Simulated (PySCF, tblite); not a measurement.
**CH8NSi2 radical, a small gas-phase stand-in for a defect centre (nitride N site): EPR parameters**

Aim: the EPR parameters of `[CH2]N([SiH3])[SiH3]`. It is drawn as: carbon radical.

Computed with tblite 0.8.0 and PySCF 2.14.0; each step states its level. No surroundings beyond the atoms listed, unless a continuum is named. Atoms count from 0, parts from 1.

## (1) Starting point

12 atoms, charge 0, multiplicity 2; geometry: distance geometry start.

## (2) Geometry optimisation with GFN2-xTB

Job settings and geometry (Å):

```
{"job": {"kind": "relax", "xc": "GFN2-xTB", "basis": "xTB"}, "charge": 0, "multiplicity": 2}
Si     2.227687    -0.127928    -0.192080
N      0.524506    -0.115931    -0.837717
Si    -0.497022     1.286372    -0.357170
C     -0.158541    -1.405856    -0.859065
H      2.611389    -1.451474     0.125056
H      3.098780     0.348038    -1.216304
H      2.312296     0.701685     0.937662
H     -0.453454     1.466088     1.067068
H      0.015858     2.467002    -0.961236
H     -1.839610     1.073714    -0.763302
H     -1.175207    -1.360284    -0.988700
H      0.214729    -2.113949    -0.217884
```

Method: GFN2-xTB geometry optimisation, gas phase.

Command:

```sh
> OMP_NUM_THREADS=1 python cluster_run.py task.json out
```

One launch serves the whole session: the jobs run in the order shown.

**Question.** The jobs that follow are: PBE0-D3(BJ)/def2-SVP geometry optimisation, gas phase; UKS B3LYP, IGLO-III on C N Si, pcH-1 on H, non-relativistic, mean-field spin-orbit, GIAO; UKS BHandHLYP, IGLO-III on C N Si, pcH-1 on H, non-relativistic, mean-field spin-orbit, GIAO. Predict: point group; rotational constants (main isotopes); g(iso) (B3LYP); ⟨S²⟩; largest a(iso) (averaged by class).

**Answer**, as computed:

| quantity | value |
| --- | --- |
| point group | C2v |
| rotational constants (main isotopes) | 6.81, 2.98, 2.18 GHz |
| g(iso) (B3LYP) | 2.00283 |
| ⟨S²⟩ | 0.754 (exact 0.75) |
| largest a(iso) (averaged by class) | 13C on C3, 70.8 MHz |

**Reading.** The start of the PBE0/def2-SVP relaxation was shaken at random by about 0.01 Å, so part of the energy gained, and of the first lengths quoted, undoes that. Relaxing lowered the energy by 0.226 eV in 5 steps; the close pair that moved most is Si0–H4, from 1.439 to 1.495 Å (PBE0/def2-SVP). Most of the unpaired spin sits on C3 (0.95 e). The isotropic g lies 0.5 ppt above the free-electron value. The coupling of 13C on C3 runs from 70.8 (B3LYP/IGLO-III+pcH-1) to 102.8 MHz (BHandHLYP/IGLO-III+pcH-1). A capped cluster stands for the solid here, so long-range fields and strain are missing, and bands or shifts of the capping hydrogens have no counterpart in it.
